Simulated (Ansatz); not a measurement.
**GeH4S (triplet): wave-function methods side by side at distance Ge1–H5 along a hydrogen transfer = 1.733 Å, cc-pVDZ**

One table from this session's results is given with a row withheld; the runs are named, their logs left out.

The runs use Ansatz 0.2.0, Gaussian basis; cc-pVDZ, core rule «outside noble gas», up to 19 orbitals frozen.

To be run: UHF; CCSD(T) on ROHF; CCSD(T) on UHF; BCCD(T) on ROHF; CISD; CCSDT(Q) on ROHF; CCSDT(Q) on UHF; CASSCF and MRCISD+Q, 4 electrons in 4 orbitals; CASSCF and NEVPT2, 4 electrons in 4 orbitals.

8 further runs of the same task are left out: 7 that didn't finish, 1 set aside as unsound or not needed.

## The geometry

The geometry derives from fragments relaxed apart (PBE0/def2-TZVP) and kept rigid, so it is no stationary point. A hydrogen atom is moved between rigid fragments. No spin-orbit coupling is included. The filled d shell of Ge may be among the frozen orbitals whatever the setting's name suggests; the logs give the count.

6 atoms, charge 0, spin multiplicity 3.

Atoms are counted from 1 here; the program's logs count them from 0.

Bond lengths: Ge1–H2 1.534 Å, Ge1–H3 1.534 Å, Ge1–H4 1.534 Å, Ge1–H5 1.733 Å, H5–S6 1.644 Å. Angles: H2–Ge1–H3 109.5°, H2–Ge1–H4 109.5°, H2–Ge1–H5 109.5°, H3–Ge1–H4 109.5°, H3–Ge1–H5 109.5°, H4–Ge1–H5 109.5°, Ge1–H5–S6 180.0°.

Set-up of the first run:

The input, in.yaml:

```yaml
crystal:
  periodic: [false, false, false]
  atoms:
    - {symbol: Ge, position_ang: [-0.997673, 0.000000, 0.000000]}
    - {symbol: H, position_ang: [-1.509123, 1.446599, 0.000000]}
    - {symbol: H, position_ang: [-1.509123, -0.723300, 1.252792]}
    - {symbol: H, position_ang: [-1.509123, -0.723299, -1.252792]}
    - {symbol: H, position_ang: [0.735327, 0.000000, 0.000000]}
    - {symbol: S, position_ang: [2.379327, 0.000000, 0.000000]}
basis:
  gaussian: {orbitals: cc-pVDZ}
magnetization: {spin_polarized: true, initial_magnetization: 2}
hamiltonian: {xc: hf}
output: {orbitals: {seedname: orbitals}}
```

Run with:

```sh
$ ansatz run in.yaml --threads 1 --pin off --events-out ev --progress --plain --max-ram 2393MiB
```

Among the steps run: UHF; CCSD(T) on ROHF; CCSD(T) on UHF; BCCD(T) on ROHF; CISD; CCSDT(Q) on ROHF; CCSDT(Q) on UHF; CASSCF and MRCISD+Q, 4 electrons in 4 orbitals; CASSCF and NEVPT2, 4 electrons in 4 orbitals.

One table of the session follows, with a row left open; its other results are not shown here.

| method | from UCCSDT(Q) (kJ/mol) |
| --- | --- |
| ROHF | +720.8 |
| UHF | +696.4 |
| RMP2 | +137.4 |
| UMP2 | +141.8 |
| CISD | +83.3 |
| RCCSD | +18.3 |
| UCCSD | +17.7 |
| RCCSD(T) | +3.7 |
| UCCSD(T) | +3.7 |
| BCCD(T) | +3.7 |
| RCCSDT | +0.9 |
| UCCSDT | +0.8 |
| RCCSDT(Q) | ? |
| UCCSDT(Q) | 0 |
| CASSCF pair | +667.1 |
| NEVPT2 pair | +133.8 |
| MRCISD pair | +72.6 |
| MRCISD+Q pair | +5.3 |

Q: Estimate the row for RCCSDT(Q) from the others.

The run gave: from UCCSDT(Q) (kJ/mol): +0.1. In the column «from UCCSDT(Q) (kJ/mol)» it lies between UCCSDT(Q) (0) and UCCSDT (+0.8).

Among the levels timed on like hardware and quicker than the yardstick, those that no quicker one beats, quickest first: NEVPT2 pair (6 s, +133.8 kJ/mol); MRCISD+Q pair (6 s, +5.3 kJ/mol); UCCSD(T) (9 s, +3.7 kJ/mol).

To keep in mind: Of the multireference levels listed MRCISD+Q pair comes nearest in total energy (+5.3 kJ/mol), which doesn't show that its space is the better one. Restricted and unrestricted rows rest on different reference determinants; where their highest levels disagree by more than a few hundredths of an eV, they describe different states and don't form one ladder.
